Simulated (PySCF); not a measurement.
# Cs₂Cl₂: singlet, from a butterfly start

Where does singlet Cs₂Cl₂ go from a butterfly start, is the end point a minimum, and what are its modes, charges and moments?

Program: PySCF 2.14.0. Level of theory: PBE0, basis Cs def2-TZVP with ECP46, Cl def2-TZVP, scalar-relativistic core potentials, no spin–orbit coupling, density fitting. These are calculated values, not measurements.

### Step 1. The system as given

4 atoms, charge 0, spin multiplicity 1.

Bond lengths: Cs1–Cl3 3.555 Å, Cs1–Cl4 3.555 Å, Cs2–Cl3 3.555 Å, Cs2–Cl4 3.555 Å. Angles: Cl3–Cs1–Cl4 61.6°, Cl3–Cs2–Cl4 61.6°, Cs1–Cl3–Cs2 81.5°, Cs1–Cl4–Cs2 81.5°.

```xyz
4
charge 0 multiplicity 1
Cs    2.3200    0.0000    0.0000
Cs   -2.3200    0.0000    0.0000
Cl    0.0000    1.8205    1.9860
Cl    0.0000   -1.8205    1.9860
```

### Step 2. First SCF at the start

The steps below are one call of a driver around PySCF. For each, scf.py gives the equivalent set-up of the SCF; relaxations use the driver's own optimiser. After this first run the driver tries any further starts and a stability analysis.

Contents of scf.py:

```python
from pyscf import gto, scf, dft
mol = gto.M(atom='''
Cs     2.320000     0.000000     0.000000
Cs    -2.320000     0.000000     0.000000
Cl     0.000000     1.820500     1.986000
Cl     0.000000    -1.820500     1.986000''',
    basis={'Cs': 'def2-TZVP', 'Cl': 'def2-TZVP'},
    ecp={'Cs': 'def2-TZVP'},
    charge=0, spin=0)
mf = dft.RKS(mol, xc='PBE0')
mf.grids.atom_grid = (50, 194)
aux = {'Cs': 'def2-universal-JKFIT', 'Cl': 'def2-universal-JKFIT'}
mf = mf.density_fit(auxbasis=aux)
mf.conv_tol = 1e-08
mf.diis_space = 10
mf.max_cycle = 60
mf.init_guess = 'minao'
mf.verbose = 4
mf.kernel()
```

Started as:

```console
$ OMP_NUM_THREADS=2 python axn.py task.json out
```

Standard output:

```text
init E= -953.668465386472
  HOMO = -0.533960161394848  LUMO = -0.279792604028472  gap/eV = 6.91625
cycle= 1 E= -960.457159037739  delta_E= -6.79  |g|= 0.618  |ddm|= 2.57
  HOMO = -0.0495111267432819  LUMO = -0.0385944571695266  gap/eV = 0.29706
cycle= 2 E= -960.379437915817  delta_E= 0.0777  |g|= 0.847  |ddm|= 2.13
  HOMO = -0.18813009955758  LUMO = -0.046671712430262  gap/eV = 3.84928
cycle= 3 E= -960.598472995461  delta_E= -0.219  |g|= 0.0819  |ddm|= 1.24
  HOMO = -0.178579723915167  LUMO = -0.0524437334720412  gap/eV = 3.43234
cycle= 4 E= -960.600180621913  delta_E= -0.00171  |g|= 0.0399  |ddm|= 0.18
  HOMO = -0.179617455765461  LUMO = -0.0511550104477032  gap/eV = 3.49564
cycle= 5 E= -960.600609317588  delta_E= -0.000429  |g|= 0.00395  |ddm|= 0.0405
  HOMO = -0.179897212241174  LUMO = -0.050853628716802  gap/eV = 3.51145
cycle= 6 E= -960.60061467471  delta_E= -5.36e-06  |g|= 0.000602  |ddm|= 0.00774
  HOMO = -0.179969482300449  LUMO = -0.0508481097799088  gap/eV = 3.51357
cycle= 7 E= -960.600614764988  delta_E= -9.03e-08  |g|= 0.000263  |ddm|= 0.000901
  HOMO = -0.179978699141531  LUMO = -0.0508397613366161  gap/eV = 3.51405
cycle= 8 E= -960.600614784379  delta_E= -1.94e-08  |g|= 2.94e-05  |ddm|= 0.00026
  HOMO = -0.179976005411146  LUMO = -0.0508375154604418  gap/eV = 3.51404
cycle= 9 E= -960.600614784724  delta_E= -3.45e-10  |g|= 8.68e-06  |ddm|= 4.85e-05
  HOMO = -0.179973881321954  LUMO = -0.0508367693835025  gap/eV = 3.51400
Extra cycle  E= -960.600614784742  delta_E= -1.84e-11  |g|= 6.72e-06  |ddm|= 1.77e-05
converged SCF energy = -960.600614784742
```

This step, with its further starts and checks, ran for 6.2 s (2 threads of Arm Neoverse V2, shared host).

The test of internal stability found no lower closed-shell solution.

### Step 3. Butterfly start, singlet: relaxation

The program finds C2v symmetry in the start, which this walk keeps. The walk stops when the largest gradient is under 0.0003 Eh/bohr and the energy has settled too.

Changes to scf.py since step 2:

```diff
@@ -3,4 +3,4 @@
-Cs     2.320000     0.000000     0.000000
-Cs    -2.320000     0.000000     0.000000
-Cl     0.000000     1.820500     1.986000
-Cl     0.000000    -1.820500     1.986000''',
+Cs     2.320000    -0.000000    -0.413691
+Cs    -2.320000     0.000000    -0.413691
+Cl     0.000000     1.820500     1.572309
+Cl    -0.000000    -1.820500     1.572309''',
@@ -17 +16,0 @@
-mf.init_guess = 'minao'
```

The optimiser's trace:

| step | energy (Eh) | change (kJ/mol) | largest symmetric gradient (Eh/bohr) |
| --- | --- | --- | --- |
| 0 | -960.600615 | 0.00 | 0.01757 |
| 1 | -960.613722 | -34.41 | 0.01502 |
| 2 | -960.630086 | -77.38 | 0.01187 |
| 3 | -960.643412 | -112.36 | 0.00750 |
| 4 | -960.649713 | -128.91 | 0.00237 |
| 5 | -960.650668 | -131.42 | 0.00114 |
| 6 | -960.651824 | -134.45 | 0.00178 |
| 7 | -960.653115 | -137.84 | 0.00247 |
| 8 | -960.653366 | -138.50 | 0.00174 |
| 9 | -960.653648 | -139.24 | 0.00170 |
| 10 | -960.653702 | -139.38 | 0.00141 |
| 11 | -960.653911 | -139.93 | 0.00020 |
| 12 | -960.653930 | -139.98 | 0.00009 |
| 13 | -960.653940 | -140.01 | 0.00003 |

The walk took 50 s.

End point (D2h, 13 steps, 140.0 kJ/mol gained): Cs–Cl 3.165 Å (×4), Cs–Cs 4.515 Å; Cl–Cs–Cl 89.0° (×2), Cl–Cs–Cs 44.5° (×4), Cs–Cl–Cs 91.0° (×2).

### Step 4. Vibrations and properties at this point

The point is checked on the finer grid, and tightened if its gradient asks for it. The Hessian and the dipole derivatives come from central differences of analytic gradients, with steps of 0.02 bohr.

Changes to scf.py since step 3:

```diff
@@ -3,4 +3,4 @@
-Cs     2.320000    -0.000000    -0.413691
-Cs    -2.320000     0.000000    -0.413691
-Cl     0.000000     1.820500     1.572309
-Cl    -0.000000    -1.820500     1.572309''',
+Cs     2.283015    -0.000000     0.000000
+Cs    -2.283015     0.000000    -0.000000
+Cl     0.000000     2.189017    -0.000000
+Cl    -0.000000    -2.189017     0.000000''',
@@ -11 +11 @@
-mf.grids.atom_grid = (50, 194)
+mf.grids.atom_grid = (75, 302)
@@ -14 +14 @@
-mf.conv_tol = 1e-08
+mf.conv_tol = 1e-10
```

This SCF starts from the last density.

SCF at the final geometry:

```text
init E= -960.653224407897
  HOMO = -0.239971933257997  LUMO = -0.0238049567317758  gap/eV = 5.88220
cycle= 1 E= -960.653224407897  delta_E= 2.27e-13  |g|= 2.21e-06  |ddm|= 4.72e-06
  HOMO = -0.239971197880738  LUMO = -0.0238049432345174  gap/eV = 5.88218
Extra cycle  E= -960.653224407898  delta_E= -9.09e-13  |g|= 2.35e-06  |ddm|= 4.99e-06
converged SCF energy = -960.653224407898
```

The whole step took 69 s.

Geometry: D2h; Cs–Cl 3.163 Å (×4), Cs–Cs 4.566 Å; Cl–Cs–Cl 87.6° (×2), Cl–Cs–Cs 43.8° (×4), Cs–Cl–Cs 92.4° (×2).

Harmonic modes (main isotopes):

```
symmetry  ω (cm⁻¹)  IR (km/mol)  μ (u)
     b3u        48         32.7  41.31
      ag        56          0.0  85.46
     b3g       131          0.0  40.83
     b2u       146         68.7  41.31
      ag       151          0.0  40.95
     b1u       160         81.5  41.31
```

All wavenumbers are real: a minimum.

Properties at this point:

| Item | Value |
| --- | --- |
| Dipole moment | 0.00 D |
| Highest occupied level | -6.53 eV |
| Lowest empty level | -0.65 eV |
| Rotational constants | 0.0503, 0.01217, 0.009798 cm⁻¹ |
| Zero-point energy | 4.1 kJ/mol |
| Principal polarisabilities | 61.8, 87.2, 100.0 bohr³ |
| Atomisation energy without zero-point energy | 994 kJ/mol |
| Principal traceless quadrupole moments about the centre of mass | -53.74, -0.24, 53.98 D Å |
| Entropy at 298.15 K and 1 bar | 388.8 J/(mol K) |
| Heat capacity Cp at 298.15 K | 81.7 J/(mol K) |
| Enthalpy at 298.15 K above 0 K | 21.09 kJ/mol |
| Rotational symmetry number | 4 |

Charges (e) and bond orders:

```
 atom  Mulliken  Löwdin  polar tensor  Mayer order to Cs1
  Cs1      0.75    0.41          0.91                   –
  Cs2      0.75    0.41          0.91                0.02
Cl3,4     -0.75   -0.41         -0.91                0.23
```

Outer orbital energies (eV). occupied: -14.10, -13.98, -6.72, -6.64, -6.62, -6.56, -6.55, -6.53; empty: -0.65, -0.42, 0.30, 0.37.

Mulliken populations on Cs1 (outside its core potential): s 2.08, p 6.01, d 0.16.

### Step 5. What came out

| quantity | value |
| --- | --- |
| minimum | singlet, D2h |
| geometry | Cs–Cl 3.163 Å (×4), Cs–Cs 4.566 Å; Cl–Cs–Cl 87.6° (×2), Cl–Cs–Cs 43.8° (×4), Cs–Cl–Cs 92.4° (×2) |
| wavenumbers (cm⁻¹) | 48 (b3u), 56 (ag), 131 (b3g), 146 (b2u), 151 (ag), 160 (b1u) |
| dipole moment | 0.00 D |
| highest occupied, lowest empty level | -6.53, -0.65 eV |
| polar-tensor charge of Cs1 | +0.91 e |
| zero-point energy | 4.1 kJ/mol |
| entropy at 298.15 K | 388.8 J/(mol K) |
| atomisation energy (no zero-point energy) | 994 kJ/mol |

What this shows: The butterfly start (C2v) ends in a minimum of D2h symmetry. In the infrared the band at 160 cm⁻¹ (b1u) leads. The dipole vanishes although Cs1 carries +0.9 e by the polar tensor: the bond dipoles cancel. Only this shape and spin were tried, so other structures or states may lie lower. Spin–orbit coupling is left out.

The search up to here took 2.1 min.
